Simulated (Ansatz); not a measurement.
**CH4AlBrO: one species, many methods**

An exercise on one series of results from a longer session: the logs are not shown, and one member is left open.

Program: Ansatz 0.2.0, Gaussian basis. Level of theory: functionals in def2-TZVPP, the program's frozen cores in correlated methods. These are calculated values, not measurements.

Levels to be run: LDA (SPW92), PBE-D4, revPBE-D4, BLYP-D4, r2SCAN-D4, B97M-V, PBE0-D4, B3LYP-D4, r2SCANh-D4, r2SCAN0-D4, HSE06-D4, BHLYP-D4, CAM-B3LYP-D4, LC-ωPBE, ωB97X-V, ωB97M-V, B2PLYP, PBE-QIDH; CCSD(T)/def2-SVP; CCSD(T)/def2-TZVPP; MP2/def2-QZVPP; extrapolation to the limit; RPA on PBE.

## Structure used throughout

The geometry comes from an earlier relaxation with PBE0-D4 in a triple-zeta def2 set; it is a stationary point, not always the lowest conformer.

8 atoms, charge 0, spin multiplicity 1.

Atoms are counted from 1 here; the program's logs count them from 0.

Bond lengths: C1–Al2 1.930 Å, C1–H5 1.093 Å, C1–H6 1.092 Å, C1–H7 1.093 Å, Al2–O3 1.689 Å, Al2–Br4 2.266 Å, O3–H8 0.956 Å. Angles: Al2–C1–H5 110.8°, Al2–C1–H6 111.3°, Al2–C1–H7 110.8°, H5–C1–H6 108.5°, H5–C1–H7 106.9°, H6–C1–H7 108.5°, C1–Al2–O3 120.9°, C1–Al2–Br4 121.3°, O3–Al2–Br4 117.8°, Al2–O3–H8 123.2°.

The first run:

Input file in.yaml:

```yaml
crystal:
  periodic: [false, false, false]
  atoms:
    - {symbol: C, position_ang: [0.042769, 1.297718, -0.084415]}
    - {symbol: Al, position_ang: [-0.087690, -0.627205, -0.128493]}
    - {symbol: O, position_ang: [0.530748, -1.567245, 1.131115]}
    - {symbol: Br, position_ang: [-1.071527, -1.701991, -1.863941]}
    - {symbol: H, position_ang: [-0.949644, 1.754608, -0.128842]}
    - {symbol: H, position_ang: [0.541668, 1.640920, 0.824089]}
    - {symbol: H, position_ang: [0.601921, 1.668194, -0.947992]}
    - {symbol: H, position_ang: [0.484057, -2.522100, 1.142780]}
basis:
  gaussian: {orbitals: def2-TZVPP}
hamiltonian: {xc: lda}
output: {orbitals: {seedname: orbitals}}
```

Steps of the session up to this table: LDA; PBE-D4 (GGA); revPBE-D4 (GGA); BLYP-D4 (GGA); r2SCAN-D4 (meta-GGA); B97M-V (meta-GGA); PBE0-D4 (hybrid); B3LYP-D4 (hybrid); r2SCANh-D4 (hybrid); r2SCAN0-D4 (hybrid); HSE06-D4 (hybrid); BHLYP-D4 (hybrid); CAM-B3LYP-D4 (range-separated); LC-ωPBE-D4 (range-separated; the results give it without D4); ωB97X-V (range-separated); ωB97M-V (range-separated); B2PLYP (double hybrid); PBE-QIDH (double hybrid).

One table of the session follows, with a row left open; its other results are not shown here.

It belongs to the step «Frontier levels by functional». 

| functional | HOMO (eV) | gap (eV) |
| --- | --- | --- |
| LDA (SPW92) | -7.19 | 5.79 |
| PBE-D4 | -7.03 | 5.85 |
| revPBE-D4 | -6.97 | 5.92 |
| BLYP-D4 | -6.86 | 5.72 |
| r2SCAN-D4 | -7.36 | 6.64 |
| B97M-V | -7.41 | 6.45 |
| PBE0-D4 | -8.33 | 7.98 |
| B3LYP-D4 | -8.07 | 7.41 |
| r2SCANh-D4 | -7.84 | 7.37 |
| r2SCAN0-D4 | ? | ? |
| HSE06-D4 | -7.93 | 7.21 |
| BHLYP-D4 | -9.48 | 9.82 |
| CAM-B3LYP-D4 | -9.67 | 10.15 |
| LC-ωPBE | -11.07 | 12.80 |
| ωB97X-V | -10.70 | 12.23 |
| ωB97M-V | -10.55 | 11.73 |

Q: Estimate the row for r2SCAN0-D4 from the others.

Worked estimate for «HOMO (eV)». Against the share of exact exchange, r2SCAN-D4 (0, -7.36), r2SCANh-D4 (0.1, -7.84) give a slope of -4.80 per unit share; at 0.25 the line stands at -8.56.

The run gave: HOMO (eV): -8.55; gap (eV): 8.45. In «HOMO (eV)» the line misses by -0.01.
